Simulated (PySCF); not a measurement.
# BiF5: other functionals and bases at one geometry

One table from this session's results is given with a row withheld; the runs are named, their logs left out.

Program: PySCF 2.14.0. Level of theory: several levels, as the steps say, no spin–orbit coupling. These are calculated values, not measurements.

2 further runs of the same task are left out: 1 for a known fault of the program, 1 that didn't finish.

## Starting geometry

6 atoms, charge 0, spin multiplicity 1.

Bond lengths: Bi1–F2 1.988 Å, Bi1–F3 1.999 Å, Bi1–F4 1.991 Å, Bi1–F5 1.999 Å, Bi1–F6 1.991 Å. Angles: F2–Bi1–F3 91.4°, F2–Bi1–F4 116.9°, F2–Bi1–F5 91.4°, F2–Bi1–F6 116.9°, F3–Bi1–F4 89.4°, F3–Bi1–F5 177.2°, F3–Bi1–F6 89.4°, F4–Bi1–F5 89.4°, F4–Bi1–F6 126.2°, F5–Bi1–F6 89.4°.

As a file:

```xyz
6
BiF5
Bi    0.0000    0.0000    0.0067
F     0.0000    0.0000    1.9947
F     1.9982    0.0000   -0.0430
F     0.0000    1.7762   -0.8937
F    -1.9982    0.0000   -0.0430
F     0.0000   -1.7762   -0.8937
```

Formal oxidation states: Bi +5. An earlier session relaxed this geometry at PBE0, Bi def2-SVP with ECP60, F def2-SVP (singlet, point group C2v).

At PBE0 on the finer grid: E = -712.914421 Eh, HOMO -12.06 eV, LUMO -6.37 eV, Mulliken charge on Bi1 +1.81 e, largest force component 0.032 eV/Å. 

Levels to run: M06-L; BLYP; CAM-B3LYP; revPBE; PBE0, TZVP; PBE0, x2c-SVP. Hardware: 2 threads of Intel Xeon Platinum 8375C at 2.90GHz (Ice Lake), shared host.

Set-up of the first run:

run.py (the lines that set the calculation)

```python
mol = gto.M(atom='''
Bi     0.00000     0.00000     0.00666
F      0.00000     0.00000     1.99466
F      1.99820     0.00000    -0.04304
F      0.00000     1.77618    -0.89373
F     -1.99820     0.00000    -0.04304
F      0.00000    -1.77618    -0.89373''',
    basis={'Bi': 'def2-SVP', 'F': 'def2-SVP'},
    ecp={'Bi': 'def2-SVP'},
    charge=0, spin=0)
mf = dft.RKS(mol, xc='M06L')
mf.grids.atom_grid = (75, 302)
mf = mf.density_fit()  # fitting sets: Bi def2-universal-JKFIT, F def2-universal-JKFIT
mf.conv_tol = 1e-08; mf.max_cycle = 55
mf.kernel(dm0)  # dm0: the density of the relaxed state
```

Started as:

```
> OMP_NUM_THREADS=2 python run.py
```

Steps of the session up to this table: M06-L; BLYP; CAM-B3LYP; revPBE; PBE0, TZVP; PBE0, x2c-SVP.

One of the session's tables, all rows but one given; the rest of the session is left out.

| level | HOMO (eV) | gap (eV) | charge on Bi1 (e) | dipole (D) | largest force component (eV/Å) |
| --- | --- | --- | --- | --- | --- |
| PBE0 (relaxed here) | -12.06 | 5.69 | 1.81 | 0.18 | 0.03 |
| M06-L | -10.41 | 3.42 | 1.95 | 0.19 | 0.56 |
| BLYP | ? | ? | ? | ? | ? |
| CAM-B3LYP | -13.50 | 8.21 | 1.77 | 0.19 | 0.20 |
| revPBE | -9.59 | 2.84 | 1.60 | 0.17 | 1.06 |
| PBE0, TZVP | -12.36 | 5.79 | 1.88 | 0.17 | 0.90 |
| PBE0, x2c-SVP | -12.04 | 5.71 | 1.91 | 0.19 | 0.56 |

Estimate the missing values for BLYP.

As computed: HOMO (eV): -9.52; gap (eV): 2.81; charge on Bi1 (e): 1.56; dipole (D): 0.17; largest force component (eV/Å): 1.10. In the column «HOMO (eV)» it is the highest.

In one basis the HOMO–LUMO gap runs from 2.81 eV (BLYP) to 8.21 eV (CAM-B3LYP). The largest leftover force, 1.10 eV/Å with BLYP, stands at a geometry relaxed at another level. Total energies of different levels can't be compared.
